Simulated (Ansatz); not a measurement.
This script makes a table of relaxed lattice constants and trends of a series on the rocksalt structure: LaP, LaSb, LaBi with Ansatz 0.2.0 through its Python package.

`run_series.py`:
```python
"""Element substitution on the rocksalt prototype."""

import warnings

import ansatz as az
import numpy as np


def rocksalt(A, B, a):
    return az.Crystal.rocksalt(A, B, a=a)


def run_phase(name, crystal, relax=True):
    calc = (
        crystal.calculation()
        .functional("r2scan")
        .basis(600)
        .kpoints(spacing=0.16)
        .occupations("fermi_dirac", width=0.1)
        .stress()
        .band_table()
    )
    if relax:
        calc = calc.relax(force_tolerance=0.01, cell=True)
    return calc.run(threads=1, backend="cpu")

def bulk_modulus(name, outcome, step=0.02):
    # B = -V dP/dV from the pressures of two uniformly scaled cells, atoms held at their fractions
    pressure = []
    for factor in (1 - step, 1.0, 1 + step):
        cell = az.Crystal(lattice=az.Lattice.of(outcome.lattice.cell_ang * factor ** (1 / 3)))
        for site in outcome.report["lattice"]["sites"]:
            cell = cell.atom(site["symbol"], site["position_frac"])
        pressure.append(np.trace(run_phase(name, cell, relax=False).report["stress_gpa"]) / 3)
    slope, bend = (pressure[0] - pressure[2]) / (2 * step), abs(pressure[0] + pressure[2] - 2 * pressure[1])
    # a jump of mesh or basis between the cells shows as a kink: no modulus then
    return float(slope) if bend < 12 * step**2 * abs(slope) + 0.15 and abs(pressure[1]) < 1.5 else float("nan")

def relaxed_twice(name, crystal):
    # the second pass draws mesh and plane waves anew for the relaxed cell
    first = run_phase(name, crystal)
    again = az.Crystal(lattice=az.Lattice.of(first.lattice.cell_ang))
    for site in first.report["lattice"]["sites"]:
        again = again.atom(site["symbol"], site["position_frac"])
    return run_phase(name, again)


def volume_per_atom(outcome):
    return abs(np.linalg.det(outcome.lattice.cell_ang)) / len(outcome.lattice.sites)


def main() -> None:
    # rough a for each member; the cell is relaxed
    warnings.simplefilter("ignore")

    phases = {}
    phases["LaP"] = rocksalt("La", "P", 6.02)
    phases["LaSb"] = rocksalt("La", "Sb", 6.64)
    phases["LaBi"] = rocksalt("La", "Bi", 6.81)

    done = {}
    for name, crystal in phases.items():
        try:
            done[name] = relaxed_twice(name, crystal)
        except az.NonConvergedError as error:
            print(name, "did not converge:", str(error)[:120])

    rows = [(name, (4 * len(o.lattice.sites) * volume_per_atom(o)) ** (1 / 3), volume_per_atom(o), bulk_modulus(name, o)) for name, o in done.items()]
    print("  compound       a (A)  V (A^3/atom)     B (GPa)")
    for row in rows:
        print(f"{str(row[0]):>10}  {row[1]:10.3f}  {row[2]:12.3f}  {row[3]:10.0f}")


if __name__ == "__main__":
    main()
```

Rank the compounds by their relaxed volume per atom.

From smallest to largest: LaP (27.97 Å³), LaSb (35.33 Å³) and LaBi (36.95 Å³). The largest is 32 % above the smallest.

The run itself:

```console
$ python run_series.py
  compound       a (A)  V (A^3/atom)     B (GPa)
       LaP       6.071        27.965          76
      LaSb       6.563        35.330          55
      LaBi       6.662        36.951          51
```

Caveats:
- The bulk modulus is taken at fixed shape and positions, an upper value where these are free.
- Pressure is positive in compression.
- Spin-orbit coupling, which matters for elements this heavy, is left out.
- The cells are built on a prototype by substitution; a member may or may not take this structure in nature.
- Run time: 6.8 min on 1 thread of Arm Neoverse V1, with other jobs on the host, peak memory 0.86 GiB.
